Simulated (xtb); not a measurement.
# SiH3BrO2 (SMILES O[SiH](O)Br) at GFN2-xTB

We compute an optimisation with harmonic vibrations of SiH3BrO2. 

The results are computed with xtb 6.7.1.

12 further runs of the same task are left out: 12 set aside as unsound or not needed.

**1. The system as given**

SiH3BrO2: 7 atoms, total charge 0, spin state singlet. As SMILES, `O[SiH](O)Br`. Geometry: relaxed at PBE0-D4/def2-TZVP. This is one conformer, not always the lowest. The run starts from this shape.

Bond lengths: O1–Si2 1.621 Å, Si2–O3 1.631 Å, Si2–Br4 2.230 Å, O1–H5 0.959 Å, Si2–H6 1.469 Å, O3–H7 0.958 Å. Angles: O1–Si2–O3 109.9°, O1–Si2–Br4 111.9°, O3–Si2–Br4 107.4°, O1–Si2–H6 106.2°, O3–Si2–H6 113.6°, Br4–Si2–H6 107.9°, Si2–O1–H5 118.6°, Si2–O3–H7 117.9°.

**2. An optimisation with harmonic vibrations at GFN2-xTB**

mol.xyz reads:

```xyz
7
start
O      0.10390     1.55770    -0.26180
Si     0.12370     0.05810     0.35430
O      0.76030    -0.97840    -0.73170
Br    -1.92770    -0.66550     0.84540
H     -0.31110     1.69760    -1.11500
H      0.88610     0.13900     1.60790
H      0.42600    -1.87650    -0.74490
```

The run is started by

```
$ xtb mol.xyz --gfn 2 --uhf 0 --ohess vtight > run.log 2> xtb.err
```

What values should one expect? Wanted: total energy at the end; dipole moment; HOMO energy; LUMO energy; HOMO–LUMO gap; dispersion energy; mean polarisability; lowest harmonic wavenumber; highest harmonic wavenumber.

Computed results:

At GFN2-xTB:

| quantity | value |
| --- | --- |
| total energy at the end | -15.62488 Eh |
| dipole moment | 4.85 D |
| HOMO energy | -11.37 eV |
| LUMO energy | -4.56 eV |
| HOMO–LUMO gap | 6.81 eV |
| dispersion energy | -10.85 kJ/mol |
| mean polarisability (D4 model) | 62.9 bohr³ |
| lowest harmonic wavenumber | 164 cm⁻¹ |
| highest harmonic wavenumber | 3692 cm⁻¹ |
| zero-point energy | 96.8 kJ/mol |

In words: At the final geometry: Bond lengths: O1–Si2 1.604 Å, Si2–O3 1.616 Å, Si2–Br4 2.219 Å, O1–H5 0.954 Å, Si2–H6 1.440 Å, O3–H7 0.952 Å. Angles: O1–Si2–O3 108.7°, O1–Si2–Br4 110.3°, O3–Si2–Br4 107.3°, O1–Si2–H6 106.1°, O3–Si2–H6 116.0°, Br4–Si2–H6 108.4°, Si2–O1–H5 123.2°, Si2–O3–H7 123.4°. All 15 modes are real, so the shape is a minimum at this level. Mulliken charges run from -0.47 on O3 to +0.61 on Si2.
